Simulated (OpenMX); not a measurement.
Runs of OpenMX 3.8.5 on HfIn4SiO6. It takes space group C2 (No. 5, monoclinic). The conventional cell has a = 5.432 Å, b = 9.407 Å, c = 7.636 Å, α = 90.00°, β = 104.07°, γ = 90.00°. Hf (site symmetry 2) is surrounded by 6 O at 2.13 to 2.14 Å. In (site symmetry 2) has 2 O at 2.73 Å and 4 In at 3.12 Å as nearest neighbours. In (site symmetry 2) is surrounded by 6 O at 2.23 Å. Around In (site symmetry 2) lie 2 O at 2.73 Å and 3 In at 3.07 to 3.12 Å. In (site symmetry 2) is surrounded by 2 O at 2.73 Å and 3 In at 3.07 to 3.12 Å. Around Si (site symmetry 2) lie 6 O at 1.85 Å. O (site symmetry 1) is surrounded by 1 Si at 1.85 Å. Around O (site symmetry 1) lie 1 Si at 1.85 Å. The cell was built by a generator and needn't be a form met in nature.

```tsv
task	level	potentials or basis	spin	k mesh	SCF threshold	grid points, held for all volumes	max SCF cycles	pressure (GPa)	largest force (eV/Å)
band structure	LDA	OpenMX 2013 LDA set, Hf7.0-s3p2d2f1, In7.0-s3p2d2, Si7.0-s2p2d1, O6.0-s2p2d1, grid cutoff 500 Ry	off	7 × 7 × 5	1e-08 Ha	-	100	-7.0	0.48
single point	PBE	OpenMX 2013 PBE set, Hf7.0-s3p2d2f1, In7.0-s3p2d2, Si7.0-s2p2d1, O6.0-s2p2d1, grid cutoff 500 Ry	off	7 × 7 × 5	1e-08 Ha	-	100	0.7	(a)
band structure	PBE	OpenMX 2013 PBE set, Hf7.0-s3p2d2, In7.0-s3p2d1, Si7.0-s2p1d1, O6.0-s2p2, grid cutoff 500 Ry	off	7 × 7 × 5	1e-08 Ha	-	100	3.0	(b)
band structure	PBE	OpenMX 2013 PBE set, Hf7.0-s3p2d2f1, In7.0-s3p2d2, Si7.0-s2p2d1, O6.0-s2p2d1, grid cutoff 500 Ry	non-collinear, zero start, SOC	5 × 5 × 3	1e-07 Ha	-	100	-	0.35
```

Alike in all rows: cell as given; smearing fermi-dirac 0.05 eV.

Question: Fill in the values left out.

Answer: (a) 0.31; (b) 0.37.

Caveats: the basis of atomic orbitals isn't converged, which shifts pressures, moduli and gaps; total energies with and without spin-orbit coupling shouldn't be compared in this program (some runs).

Not every run made on this cell is shown here.
